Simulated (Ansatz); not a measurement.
# FGaH₂O: up Jacob's ladder to CCSD(T)

Aim: compute FGaH₂O with functionals from several rungs and with coupled cluster. The yardstick is the atomisation energy at the CCSD(T) limit.

Method: functionals in def2-TZVPP, the program's frozen cores in correlated methods; program: Ansatz 0.2.0, Gaussian basis.

Levels to be run: LDA (SPW92), PBE-D4, revPBE-D4, BLYP-D4, r2SCAN-D4, B97M-V, PBE0-D4, B3LYP-D4, r2SCANh-D4, r2SCAN0-D4, HSE06-D4, BHLYP-D4, CAM-B3LYP-D4, LC-ωPBE, ωB97X-V, ωB97M-V, B2PLYP, PBE-QIDH; CCSD(T)/def2-SVP; CCSD(T)/def2-TZVPP; MP2/def2-QZVPP; extrapolation to the limit; RPA on PBE.

## Step 1: The geometry

The geometry comes from an earlier relaxation with PBE0-D4 in a triple-zeta def2 set; it is a stationary point.

SMILES `[OH][GaH][F]`, 5 atoms, charge 0, spin multiplicity 1.

Atoms are counted from 1 here; the program's logs count them from 0.

Bond lengths: O1–Ga2 1.771 Å, O1–H4 0.959 Å, Ga2–F3 1.746 Å, Ga2–H5 1.545 Å. Angles: Ga2–O1–H4 114.5°, O1–Ga2–F3 111.1°, O1–Ga2–H5 128.8°, F3–Ga2–H5 120.0°.

## Step 2: LDA

This LDA is Slater exchange with PW92 correlation.

in.yaml

```yaml
crystal:
  periodic: [false, false, false]
  atoms:
    - {symbol: O, position_ang: [-1.130375, -0.588679, -0.283753]}
    - {symbol: Ga, position_ang: [0.383693, 0.280486, 0.015583]}
    - {symbol: F, position_ang: [0.438293, 1.777785, -0.881224]}
    - {symbol: H, position_ang: [-1.210644, -1.420674, 0.187229]}
    - {symbol: H, position_ang: [1.569033, -0.122618, 0.920864]}
basis:
  gaussian: {orbitals: def2-TZVPP}
hamiltonian: {xc: lda}
output: {orbitals: {seedname: orbitals}}
```

Further steps of the session: PBE-D4 (GGA); revPBE-D4 (GGA); BLYP-D4 (GGA); r2SCAN-D4 (meta-GGA); B97M-V (meta-GGA); PBE0-D4 (hybrid); B3LYP-D4 (hybrid); r2SCANh-D4 (hybrid); r2SCAN0-D4 (hybrid); HSE06-D4 (hybrid); BHLYP-D4 (hybrid); CAM-B3LYP-D4 (range-separated); LC-ωPBE-D4 (range-separated); ωB97X-V (range-separated); ωB97M-V (range-separated); B2PLYP (double hybrid); PBE-QIDH (double hybrid); CCSD(T) in def2-SVP; CCSD(T) in def2-TZVPP; MP2 in def2-QZVPP; RPA on PBE orbitals.

Q: Predict the results of all the runs planned. Wanted: atomisation energy, CCSD(T)/CBS; farthest beyond LDA; mean size of error, GGA; mean size of error, meta-GGA; mean size of error, hybrid; mean size of error, range-separated; mean size of error, double hybrid; gap, smallest and largest; T1 diagnostic.

**Answer**, as computed:

| quantity | value |
| --- | --- |
| atomisation energy, CCSD(T)/CBS | 1612.6 kJ/mol |
| functionals within 16.1 kJ/mol (1.0 %) | PBE-D4, r2SCAN-D4, LC-ωPBE, ωB97X-V |
| farthest beyond LDA | BHLYP-D4 (-115.1 kJ/mol) |
| mean size of error, GGA | 29.9 kJ/mol |
| mean size of error, meta-GGA | 15.9 kJ/mol |
| mean size of error, hybrid | 60.6 kJ/mol |
| mean size of error, range-separated | 17.9 kJ/mol |
| mean size of error, double hybrid | 36.7 kJ/mol |
| gap, smallest and largest | 5.88 eV (BLYP-D4), 13.33 eV (LC-ωPBE) |
| T1 diagnostic | 0.0148 |
| triples share of the correlation energy | 3.3 % |

The LDA atomisation energy is off by 245.2 kJ/mol (15 %): it overbinds. PBE-D4 misses by -1.6 kJ/mol. Double hybrids carry the basis error of their MP2 part in triple zeta, and no dispersion term here, so their miss is partly the set-up's. Taken by rung, meta-GGA functionals do best (15.9 kJ/mol on average) and hybrid ones worst beyond LDA (60.6 kJ/mol). The gap between the best rungs is small, so their order is not settled. The mean of the hybrids holds BHLYP, with half exact exchange. The reference freezes the cores and leaves out relativity and excitations past (T), and its outer-core shells are covered unevenly, so misses under about 16.1 kJ/mol can't be ranked. Hartree-Fock recovers 68 % of the binding; the rest is correlation. CCSD(T) in def2-SVP is off by -119.2 kJ/mol, which most functionals beat. Orbital gaps span 5.9 to 13.3 eV; exact exchange widens them. Correlated methods include outer-core shells of Ga, which these sets cover unevenly.
